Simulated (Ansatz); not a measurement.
## BrClH8Si4, SMILES [SiH3][SiH]([SiH3])[SiH](Cl)Br: a comparison of dispersion corrections, step by step

With the Ansatz DFT code, driven from Python.

Interactive session:
```pycon
>>> import ansatz
>>> BASIS = "def2-SVP"
>>> geometry_ang = [
...     ("Si", (0.0261, 2.1373, -0.0292)),
...     ("Si", (0.41, -0.011, -0.6592)),
...     ("Si", (-1.607, -1.0153, -0.9099)),
...     ("Si", (1.4427, -0.9908, 1.0976)),
...     ("Cl", (1.9309, -2.9332, 0.6643)),
...     ("Br", (0.2131, -0.9665, 2.9341)),
...     ("H", (-0.8157, 2.1818, 1.1913)),
...     ("H", (1.3164, 2.812, 0.2635)),
...     ("H", (-0.6629, 2.8825, -1.1134)),
...     ("H", (1.2277, -0.0728, -1.9118)),
...     ("H", (-2.3626, -0.3759, -2.0176)),
...     ("H", (-2.4088, -0.894, 0.3324)),
...     ("H", (-1.4352, -2.4544, -1.2304)),
...     ("H", (2.7254, -0.2998, 1.3884)),
... ]
>>> brclh8si4 = ansatz.Crystal.molecule()
>>> for symbol, xyz in geometry_ang:
...     brclh8si4 = brclh8si4.atom(symbol, xyz)
...
>>> setup = brclh8si4.calculation().basis(gaussian=BASIS)
>>> for name in ["b3lyp", "r2scan"]:
...     for correction in ("d3bj", "d4"):
...         data = setup.functional(name, dispersion=correction).run().report
...         print(f"{name:8s} {correction:5s} total {data['free_energy_ev']:.5f} eV, of which dispersion {1000 * data['dispersion']['energy']['ev']:.2f} meV")
...
b3lyp    d3bj  total -114194.11726 eV, of which dispersion -1032.34 meV
b3lyp    d4    total -114193.97606 eV, of which dispersion -891.13 meV
DeckWarning: the engine holds no damping parameters fitted to this dispersion correction and functional, so the run takes those fitted to r2scan beside the three-body term, which d3bj leaves out (hamiltonian.dispersion, under Limitations)
r2scan   d3bj  total -114186.31795 eV, of which dispersion -170.07 meV
r2scan   d4    total -114186.28507 eV, of which dispersion -137.19 meV
```

Notes:
- These settings explore the input space; basis and method may be short of convergence.
- Warnings are shown shortened and without file and line.
- The geometry is a force-field or estimated start, not a minimum of this method, and the basis set is short of its limit. D4 holds the three-body term, and d3bj doesn't.
- b3lyp holds the VWN-RPA fit, as in Gaussian; the form of ORCA and Turbomole is b3lyp5.
- A dispersion term here runs with damping parameters fitted for another variant or functional.
- The whole script took 64 s on 1 thread of Arm Neoverse V1 (shared host), peak memory 0.54 GiB.

(Lines on the test bed's own set-up are left out of the output.)
